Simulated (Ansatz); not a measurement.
# SiNH4ClO (SMILES N[SiH](O)Cl): r2SCAN/6-31G(d) (spherical functions)

Aim: the vertical singlet–triplet gap of SiNH4ClO at r2SCAN/6-31G* (spherical functions), from 2 runs. 

The calculation is run with Ansatz 0.2.0.

128 further runs of the same task are left out: 128 set aside as unsound or not needed.

## (1) Starting point

SiNH4ClO has 8 atoms, charge 0, and is taken as a singlet. As SMILES, `N[SiH](O)Cl`. The coordinates come from a PBE0-D4/def2-TZVP relaxation. This is one conformer, not always the lowest.

Bond lengths: N1–Si2 1.700 Å, Si2–O3 1.631 Å, Si2–Cl4 2.058 Å, N1–H5 1.006 Å, N1–H6 1.007 Å, Si2–H7 1.474 Å, O3–H8 0.960 Å. Angles: N1–Si2–O3 111.2°, N1–Si2–Cl4 104.5°, O3–Si2–Cl4 112.6°, N1–Si2–H7 117.4°, O3–Si2–H7 103.8°, Cl4–Si2–H7 107.5°, Si2–N1–H5 120.7°, Si2–N1–H6 121.4°, Si2–O3–H8 116.7°, H5–N1–H6 112.4°.

## (2) A single-point energy at r2SCAN/6-31G(d) (spherical functions)

The input, input.yaml:

```yaml
crystal:
  periodic: [false, false, false]
  atoms:
    - {symbol: "N", position_ang: [-0.749800, 0.885600, -0.289000]}
    - {symbol: Si, position_ang: [0.524400, -0.226200, -0.115300]}
    - {symbol: O, position_ang: [0.551300, -0.861300, 1.386900]}
    - {symbol: Cl, position_ang: [0.173100, -1.641600, -1.566900]}
    - {symbol: H, position_ang: [-1.217200, 0.998000, -1.172700]}
    - {symbol: H, position_ang: [-0.806900, 1.712400, 0.283000]}
    - {symbol: H, position_ang: [1.896700, 0.277200, -0.308600]}
    - {symbol: H, position_ang: [-0.279500, -1.201200, 1.726700]}
basis:
  gaussian:
    orbitals: 6-31G_st_-spherical.json
total_charge: 0
hamiltonian:
  xc: r2scan
accuracy: high
output:
  orbitals: {seedname: orbitals}
```

The basis set 6-31G* is read from a file made from the Basis Set Exchange's data (not shown).

On the command line:

```sh
ansatz run input.yaml --threads 1 --pin off --max-ram 3480MiB --events-out events.jsonl --progress --plain --runs-dir runs
```

The program printed:

```text
Warning: RAYON_NUM_THREADS=1 ignored (pool sized by the plan → 1); use --threads N
Functional definition: r2SCAN
  name "r2SCAN"
  parameter k0 = 0.174
  parameter k1 = 0.065
  parameter a1 = 4.9479
  exchange = r2scan_x(k0 = k0, k1 = k1, a1 = a1)
  correlation = r2scan_c
1602 factors; integrals over basis functions are off by at most 3.7e-9 eV
mean field evaluation 1: about -23991.8694 eV, gradient 7.1e1 eV
mean field evaluation 2: about -23973.9826 eV, gradient 1.1e2 eV
mean field evaluation 4: about -24001.1156 eV, gradient 6.0e0 eV
mean field evaluation 8: about -24001.1793 eV, gradient 3.0e-1 eV
mean field evaluation 16: about -24001.1795 eV, gradient 2.5e-5 eV
mean field -24001.17951556 eV, -882.0270786129 hartree, gradient 2.6e-8 eV, S^2 0.000000; 0 other end points of the search recorded, 0 dependent functions left out
reference -24001.17951626 eV, -882.0270786389 hartree; 25, 25 occupied and 47, 47 virtual orbitals, 1602 factors
Total energy: -24001.17951626 eV, -882.0270786389 hartree
```

Run time: 6 s. Hardware: 1 thread of Intel Xeon 6975P-C (Granite Rapids), shared host; peak memory 0.26 GiB.

## (3) The triplet, same level

The input, job.yaml:

```yaml
crystal:
  periodic: [false, false, false]
  atoms:
    - {symbol: N, position_ang: [-0.749800, 0.885600, -0.289000]}
    - {symbol: Si, position_ang: [0.524400, -0.226200, -0.115300]}
    - {symbol: O, position_ang: [0.551300, -0.861300, 1.386900]}
    - {symbol: Cl, position_ang: [0.173100, -1.641600, -1.566900]}
    - {symbol: H, position_ang: [-1.217200, 0.998000, -1.172700]}
    - {symbol: H, position_ang: [-0.806900, 1.712400, 0.283000]}
    - {symbol: H, position_ang: [1.896700, 0.277200, -0.308600]}
    - {symbol: H, position_ang: [-0.279500, -1.201200, 1.726700]}
basis:
  gaussian: {orbitals: 6-31G_st_-spherical.json}
magnetization: {spin_polarized: true, initial_magnetization: 2}
accuracy: high
output: {orbitals: {seedname: orbitals}}
hamiltonian: {xc: {name: r2SCAN}}
```

The basis set 6-31G* is read from a file made from the Basis Set Exchange's data (not shown).

On the command line:

```sh
ansatz run job.yaml --threads 1 --pin off --max-ram 3480MiB --events-out events.jsonl --progress --plain --runs-dir runs
```

The program printed (excerpt; [...] marks lines left out):

```text
Warning: RAYON_NUM_THREADS=1 ignored (pool sized by the plan → 1); use --threads N
[... 7 set-up lines as earlier in the session ...]
1602 factors; integrals over basis functions are off by at most 3.7e-9 eV
mean field evaluation 1: about -23977.9380 eV, gradient 5.7e1 eV
mean field evaluation 2: about -23900.7027 eV, gradient 1.3e2 eV
mean field evaluation 4: about -23978.3413 eV, gradient 5.1e1 eV
mean field evaluation 8: about -23994.1537 eV, gradient 1.2e0 eV
mean field evaluation 16: about -23994.1612 eV, gradient 1.4e-2 eV
mean field evaluation 32: about -23994.1612 eV, gradient 7.5e-8 eV
mean field evaluation 64: about -23993.8407 eV, gradient 4.6e0 eV
mean field -23994.16124789 eV, -881.7691620334 hartree, gradient 7.5e-8 eV, S^2 2.004980; 6 other end points of the search recorded, 0 dependent functions left out
reference -23994.16124989 eV, -881.7691621068 hartree; 26, 24 occupied and 46, 48 virtual orbitals, 1602 factors
Total energy: -23994.16124989 eV, -881.7691621068 hartree
```

It took 17 s on 1 thread of Intel Xeon 6975P-C (Granite Rapids), shared host; peak memory 0.4 GiB.

## (4) Results

At r2SCAN/6-31G* (spherical functions):

```
                                        quantity          value
                           singlet: total energy  -882.02708 Eh
                            singlet: HOMO energy       -6.63 eV
                            singlet: LUMO energy        1.11 eV
                          singlet: HOMO–LUMO gap        7.74 eV
                           triplet: total energy  -881.76916 Eh
     triplet: HOMO energy (highest over α and β)       -0.74 eV
                                   triplet: ⟨S²⟩          2.005
vertical energy of the triplet above the singlet       7.018 eV
```

What this shows: At this shape the triplet lies 7.02 eV (162 kcal/mol) above the singlet.
